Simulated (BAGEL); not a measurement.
**CH7GaSi (SMILES [CH3][GaH][SiH3]), step by step**

Wanted: the energy (HF/cc-pVDZ), then the energy (NEVPT2(2,2)/cc-pVDZ) of CH7GaSi. 

Program for the calculation: BAGEL 1.2.2.

1 further run of the same task is left out (set aside as unsound or not needed).

### 1 Starting point

The species is CH7GaSi (10 atoms), meant as a singlet with charge 0. As SMILES, `[CH3][GaH][SiH3]`. One bond was lengthened or shortened from a relaxed shape.

Bond lengths: C1–Ga2 1.971 Å, Ga2–Si3 2.419 Å, C1–H4 1.090 Å, C1–H5 1.259 Å, C1–H6 1.093 Å, Ga2–H7 1.578 Å, Si3–H8 1.492 Å, Si3–H9 1.489 Å, Si3–H10 1.492 Å. Some angles: C1–Ga2–Si3 120.8°, C1–Ga2–H7 118.1°, Si3–Ga2–H7 121.0°, Ga2–C1–H4 113.1°, Ga2–C1–H5 109.2°, Ga2–C1–H6 110.1°, Ga2–Si3–H8 110.2°, Ga2–Si3–H9 114.2°, Ga2–Si3–H10 110.2°, H4–C1–H5 108.5°.

### 2 The energy at HF/cc-pVDZ (density fitting with svp-jkfit) (run 1)

File input.json:

```json
{ "bagel": [

{
  "title": "molecule",
  "basis": "cc-pvdz.json",
  "df_basis": "svp-jkfit",
  "angstrom": true,
  "geometry": [
    { "atom": "C", "xyz": [      -1.149740,       1.335416,      -0.468207 ] },
    { "atom": "Ga", "xyz": [       0.535060,       0.600616,       0.244293 ] },
    { "atom": "Si", "xyz": [       0.760260,      -1.763984,       0.701693 ] },
    { "atom": "H", "xyz": [      -1.950740,       0.597916,      -0.519407 ] },
    { "atom": "H", "xyz": [      -0.947000,       1.785400,      -1.626000 ] },
    { "atom": "H", "xyz": [      -1.480640,       2.177816,       0.145293 ] },
    { "atom": "H", "xyz": [       1.733160,       1.595916,       0.496993 ] },
    { "atom": "H", "xyz": [       0.504560,      -2.554884,      -0.537807 ] },
    { "atom": "H", "xyz": [       2.098560,      -2.159584,       1.220693 ] },
    { "atom": "H", "xyz": [      -0.258140,      -2.193784,       1.704293 ] }
  ]
},

{ "title": "hf" },

{ "title": "print", "file": "orbitals.molden", "orbitals": true }

]}
```

The basis set cc-pVDZ is read from a file made from the Basis Set Exchange's data (not shown).

Command:

```sh
$ BAGEL_NUM_THREADS=1 BAGEL input.json > input.out
```

The log of the run:

```text
* using 1 threads per process

  ===============================================================
  ===============================================================

  *** Geometry ***

  { "atom" : "C", "xyz" : [     -2.172694,      2.523571,     -0.884783 ] },
  { "atom" : "Ga", "xyz" : [      1.011117,      1.135000,      0.461647 ] },
  { "atom" : "Si", "xyz" : [      1.436683,     -3.333447,      1.326008 ] },
  { "atom" : "H", "xyz" : [     -3.686364,      1.129897,     -0.981537 ] },
  { "atom" : "H", "xyz" : [     -1.789571,      3.373917,     -3.072695 ] },
  { "atom" : "H", "xyz" : [     -2.798004,      4.115476,      0.274564 ] },
  { "atom" : "H", "xyz" : [      3.275198,      3.015844,      0.939181 ] },
  { "atom" : "H", "xyz" : [      0.953480,     -4.828031,     -1.016308 ] },
  { "atom" : "H", "xyz" : [      3.965704,     -4.081022,      2.306775 ] },
  { "atom" : "H", "xyz" : [     -0.487814,     -4.145651,      3.220647 ] },

  Number of auxiliary basis functions:      595

  Since a DF basis is specified, we compute 2- and 3-index integrals:
    o Being stored without compression. Storage requirement is 0.042 GB

  Number of basis functions:       94
  Number of electrons      :       58

    * METHOD: MOLECULE                             0.42

  *** RHF ***

  === Nuclear Repulsion ===
   237.8349564067

      * DIIS with orbital gradients will be used.

  === RHF iteration (cc-pvdz.json) ===
      0      -2253.94002677          0.01087184           0.12
      1      -2254.04153755          0.00510731           0.11
      2      -2254.06022007          0.00126614           0.12
      3      -2254.06202040          0.00013246           0.11
      4      -2254.06204819          0.00004161           0.11
      5      -2254.06205073          0.00000867           0.12
      6      -2254.06205083          0.00000189           0.11
      7      -2254.06205084          0.00000053           0.11
      8      -2254.06205084          0.00000020           0.12
      9      -2254.06205084          0.00000006           0.12
     10      -2254.06205084          0.00000002           0.12
     11      -2254.06205084          0.00000001           0.12
    * SCF iteration converged.

    * Permanent dipole moment:
           (    0.202291,    -0.241288,     0.058351) a.u.

    * METHOD: HF                                   1.67

    * METHOD: PRINT                                0.02

  ===============================================================
```

It took 2.3 s on 1 thread of Arm Neoverse V1, shared host; peak memory 0.17 GiB.

### 3 The energy at NEVPT2(2,2)/cc-pVDZ (density fitting with svp-jkfit) (run 2)

File input.json:

```json
{ "bagel" : [

{
  "title" : "molecule",
  "basis" : "cc-pvdz.json",
  "df_basis" : "svp-jkfit",
  "angstrom" : "true",
  "geometry" : [
    { "atom" : "C", "xyz" : [   -1.149740,    1.335416,   -0.468207 ] },
    { "atom" : "Ga", "xyz" : [    0.535060,    0.600616,    0.244293 ] },
    { "atom" : "Si", "xyz" : [    0.760260,   -1.763984,    0.701693 ] },
    { "atom" : "H", "xyz" : [   -1.950740,    0.597916,   -0.519407 ] },
    { "atom" : "H", "xyz" : [   -0.947000,    1.785400,   -1.626000 ] },
    { "atom" : "H", "xyz" : [   -1.480640,    2.177816,    0.145293 ] },
    { "atom" : "H", "xyz" : [    1.733160,    1.595916,    0.496993 ] },
    { "atom" : "H", "xyz" : [    0.504560,   -2.554884,   -0.537807 ] },
    { "atom" : "H", "xyz" : [    2.098560,   -2.159584,    1.220693 ] },
    { "atom" : "H", "xyz" : [   -0.258140,   -2.193784,    1.704293 ] }
  ]
},
{ "title" : "hf" },
{ "title" : "casscf", "nstate" : 1, "nact" : 2, "nclosed" : 28, "active" : [25, 37], "maxiter" : 200, "natocc" : "true" },
{ "title" : "nevpt2", "nstate" : 1, "nact" : 2, "nclosed" : 28, "active" : [25, 37], "maxiter" : 200, "natocc" : "true", "ncore" : 15 },
{ "title" : "print", "file" : "orbitals.molden", "orbitals" : "true" }

]}
```

The basis set cc-pVDZ is read from a file made from the Basis Set Exchange's data (not shown).

Command:

```sh
$ BAGEL_NUM_THREADS=1 BAGEL input.json > input.out
```

The log of the run:

```text
* using 1 threads per process

  ===============================================================
  ===============================================================

  *** Geometry ***

  { "atom" : "C", "xyz" : [     -2.172694,      2.523571,     -0.884783 ] },
  { "atom" : "Ga", "xyz" : [      1.011117,      1.135000,      0.461647 ] },
  { "atom" : "Si", "xyz" : [      1.436683,     -3.333447,      1.326008 ] },
  { "atom" : "H", "xyz" : [     -3.686364,      1.129897,     -0.981537 ] },
  { "atom" : "H", "xyz" : [     -1.789571,      3.373917,     -3.072695 ] },
  { "atom" : "H", "xyz" : [     -2.798004,      4.115476,      0.274564 ] },
  { "atom" : "H", "xyz" : [      3.275198,      3.015844,      0.939181 ] },
  { "atom" : "H", "xyz" : [      0.953480,     -4.828031,     -1.016308 ] },
  { "atom" : "H", "xyz" : [      3.965704,     -4.081022,      2.306775 ] },
  { "atom" : "H", "xyz" : [     -0.487814,     -4.145651,      3.220647 ] },

  Number of auxiliary basis functions:      595

  Since a DF basis is specified, we compute 2- and 3-index integrals:
    o Being stored without compression. Storage requirement is 0.042 GB

  Number of basis functions:       94
  Number of electrons      :       58

    * METHOD: MOLECULE                             0.42

  *** RHF ***

  === Nuclear Repulsion ===
   237.8349564067

      * DIIS with orbital gradients will be used.

  === RHF iteration (cc-pvdz.json) ===
      0      -2253.94002677          0.01087184           0.12
      1      -2254.04153755          0.00510731           0.11
      2      -2254.06022007          0.00126614           0.11
      3      -2254.06202040          0.00013246           0.12
      4      -2254.06204819          0.00004161           0.11
      5      -2254.06205073          0.00000867           0.11
      6      -2254.06205083          0.00000189           0.12
      7      -2254.06205084          0.00000053           0.12
      8      -2254.06205084          0.00000020           0.12
      9      -2254.06205084          0.00000006           0.12
     10      -2254.06205084          0.00000002           0.12
     11      -2254.06205084          0.00000001           0.12
    * SCF iteration converged.

    * Permanent dipole moment:
           (    0.202291,    -0.241288,     0.058351) a.u.

    * METHOD: HF                                   1.68

  ---------------------------
      CASSCF calculation
  ---------------------------

    ==== Active orbitals : =====
         Orbital 25
         Orbital 37
    ============================

    * nstate   :      1
    * nclosed  :     28
    * nact     :      2
    * nvirt    :     64
  === CASSCF iteration (cc-pvdz.json) ===

    * Using the second-order algorithm

      0  0     -2254.06356513     2.62e-04      0.03

      1  0     -2254.07914359     9.99e-04      0.52

      2  0     -2254.08129300     1.32e-04      0.60

      3  0     -2254.08140442     2.74e-05      0.56

      4  0     -2254.08140583     5.04e-06      0.61

      5  0     -2254.08140586     9.24e-07      0.56

      6  0     -2254.08140586     2.02e-07      0.62

      7  0     -2254.08140586     4.93e-08      0.54

      8  0     -2254.08140586     1.25e-08      0.52

      9  0     -2254.08140586     3.23e-09      0.47

    * Second-order optimization converged. *

     guess   0:   closed 1.                   open ..

  === FCI iteration ===

      0  0     -2254.06169856     8.12e-02      0.00
      1  0     -2254.08140367     6.68e-04      0.00
      2  0 *   -2254.08140586     5.62e-16      0.00

     * ci vector, state   0, <S^2> = 0.0000
       2.     0.9927114620
       .2    -0.1205153647

    * METHOD: CASSCF                               5.30

    * freezing 15 orbitals

  === DF-NEVPT2 calculation ===

    * 3-index integral transformation done
    * assembly done

      NEVPT2 correlation energy:   -0.3227467857      0.24

          (+0)     -0.2679741948
          (+0)'    -0.0160161670
          (+1)     -0.0041984824
          (+1)'    -0.0000000000
          (+2)     -0.0002748125
          (-1)     -0.0258554573
          (-1)'     0.0000000000
          (-2)     -0.0084276718

      NEVPT2 total energy:       -2254.4041526452

    * METHOD: NEVPT2                               0.43

    * METHOD: PRINT                                0.02

  ===============================================================
```

Wall time 8.1 s (1 thread of Arm Neoverse V1, shared host); peak memory 0.17 GiB.

### 4 Outcome

```
                                quantity           value
         run 1, HF/cc-pVDZ: total energy  -2254.06205 Eh
        run 1, HF/cc-pVDZ: dipole moment          0.81 D
          run 1, HF/cc-pVDZ: HOMO energy        -9.78 eV
          run 1, HF/cc-pVDZ: LUMO energy         1.07 eV
        run 1, HF/cc-pVDZ: HOMO–LUMO gap        10.85 eV
run 2, NEVPT2(2,2)/cc-pVDZ: total energy  -2254.40415 Eh
```
